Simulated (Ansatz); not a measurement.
The system is Zr3S2.

```
Zr S
1.0
     2.90254    1.67578    3.48777
    -2.90254    1.67578    3.48777
     0.00000   -3.35156    3.48777
Zr S
3 2
Direct
  0.83873 0.50000 0.16127
  0.50000 0.16127 0.83873
  0.16127 0.83873 0.50000
  0.66502 0.66502 0.66502
  0.33498 0.33498 0.33498
```

The cell comes from a database or a generator and needn't be the stable form of this composition.

* Program: Ansatz 0.2.0
* Task: relaxation of cell and atoms
* Functional: PBEsol
* Potentials or basis: Ansatz PAW
* Cutoff: 420 eV (not typed: the program's choice for these potentials)
* k mesh: 6 × 6 × 6
* Occupations: fermi-dirac, width 0.05 eV
* Spin: no spin polarisation
* Hubbard terms: Zr d U = 1 eV

At the start: volume 20.36 Å³/atom.

Question: Where does the relaxation end?

Answer: It ends after 4 steps and the volume is 19.67 Å³/atom (-3.4 %); space group R32 (No. 155, to 0.05 Å).

The path:
| step | energy change (eV) | largest force (eV/Å) | volume (Å³) |
| --- | --- | --- | --- |
| 1 | 0.0000 | 0.1233 | 101.79 |
| 2 | -0.0451 | 0.0296 | 98.66 |
| 3 | -0.0458 | 0.0012 | 98.37 |
| 4 | -0.0455 | 0.0012 | 98.37 |

Final structure:
```
CELL_PARAMETERS angstrom
2.86892 1.65637 3.45029
-2.86892 1.65637 3.45029
0.00000 -3.31274 3.45029
ATOMIC_POSITIONS crystal
Zr 0.83846 0.50000 0.16154
Zr 0.50000 0.16154 0.83846
Zr 0.16154 0.83846 0.50000
S 0.66472 0.66472 0.66472
S 0.33528 0.33528 0.33528
```

Caveat: the plane-wave basis is chosen anew once the cell has moved, so the energies of steps on either side of that aren't comparable; U without spin polarisation on a metal has little footing; the PAW data sets come from PBE, with cores solved anew for the run's functional, which leaves a small shift of forces and pressure.
